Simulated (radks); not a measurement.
# Exchange and kinetic functionals tested on atomic densities: F²⁺, In⁴⁷⁺, Os⁷³⁺, Br²⁺, Sm²⁹⁺

Aim: take each self-consistent density and evaluate many functionals on it, against the exact exchange and kinetic energies of the same orbitals. Every spin shell is full or empty, so the densities are truly spherical.

Method: non-relativistic Kohn-Sham, PBE, spin-polarised, spherical densities, point nucleus; open shells are filled with parallel spins first. Code: radks (a radial shooting solver on a logarithmic mesh, Libxc functionals) version 1.

## Step 1: What is computed

* species: F²⁺ ([He] 2s2 2p3), In⁴⁷⁺ ([He]), Os⁷³⁺ ([He] 2s1), Br²⁺ ([Ar] 3d10 4s2 4p3), Sm²⁹⁺ ([Ar] 3d10 4s2 4p3)

## Step 2: F²⁺, [He] 2s2 2p3

Settings of this run:

```text
Z 9
configuration [He] 2s2 2p3
relativity non-relativistic
functional pbe,pbe
spin polarised
nucleus point
```

## Step 3: In⁴⁷⁺, [He]

Settings of this run:

```text
Z 49
configuration [He]
relativity non-relativistic
functional pbe,pbe
spin polarised
nucleus point
```

## Step 4: Os⁷³⁺, [He] 2s1

Settings of this run:

```text
Z 76
configuration [He] 2s1
relativity non-relativistic
functional pbe,pbe
spin polarised
nucleus point
```

## Step 5: Br²⁺, [Ar] 3d10 4s2 4p3

Settings of this run:

```text
Z 35
configuration [Ar] 3d10 4s2 4p3
relativity non-relativistic
functional pbe,pbe
spin polarised
nucleus point
```

## Step 6: Sm²⁹⁺, [Ar] 3d10 4s2 4p3

Settings, as their differences from step 5:

```diff
@@ -1,2 +1,2 @@
-Z 35
+Z 62
 configuration [Ar] 3d10 4s2 4p3
```

What does the calculation give? Wanted: for each run, error in magnitude; F²⁺; In⁴⁷⁺; Os⁷³⁺; Br²⁺; Sm²⁹⁺.

**Answer**, as computed:

```tsv
error in magnitude (%)	F²⁺	In⁴⁷⁺	Os⁷³⁺	Br²⁺	Sm²⁹⁺
exchange, LDA	-10.26	-14.21	-13.16	-5.57	-5.08
exchange, PBE	-0.85	-2.06	-1.40	-0.37	-0.47
exchange, OPTX	-0.07	-0.59	-0.25	+0.91	+1.23
exchange, AM05	-8.47	-11.00	-10.31	-5.10	-4.67
exchange, B86b	-0.12	-1.11	-0.50	+0.11	-0.03
exchange, APBE	+0.48	-0.53	+0.14	+0.48	+0.28
exchange, TPSS	+0.28	+0.02	+0.34	-0.05	-0.33
exchange, SCAN	+0.05	+0.02	-0.26	+0.28	+0.13
exchange, r2SCAN	-0.10	+0.02	-0.32	+0.01	-0.17
kinetic, Thomas-Fermi	-8.76	-8.29	-9.97	-5.95	-5.17
kinetic, von Weizsacker	-23.08	+0.00	-7.74	-53.15	-59.18
kinetic, TF + vW	+68.17	+91.71	+82.29	+40.90	+35.65
kinetic, TF + vW/9	-0.21	+2.82	+0.28	-0.74	-0.63
kinetic, revAPBEK	+0.80	+3.04	+0.84	+0.32	+0.32
kinetic, Perdew 92	-0.19	+2.84	+0.30	-0.73	-0.62
kinetic, Thakkar	+0.15	+2.50	+0.25	-0.49	-0.56
kinetic, PG1	+35.56	+55.39	+47.12	+17.44	+14.87
kinetic, Ernzerhof	+1.14	+6.78	+3.10	-0.39	-0.34
```

In words: Negative means that the magnitude is too small. For exchange the mean absolute error is least for r2SCAN (0.12 %) and largest for LDA (9.66 %). Among the orbital-free kinetic functionals Thakkar (0.79 %) does best and TF + vW (63.74 %) worst. The functionals are evaluated on one density each, not self-consistently.
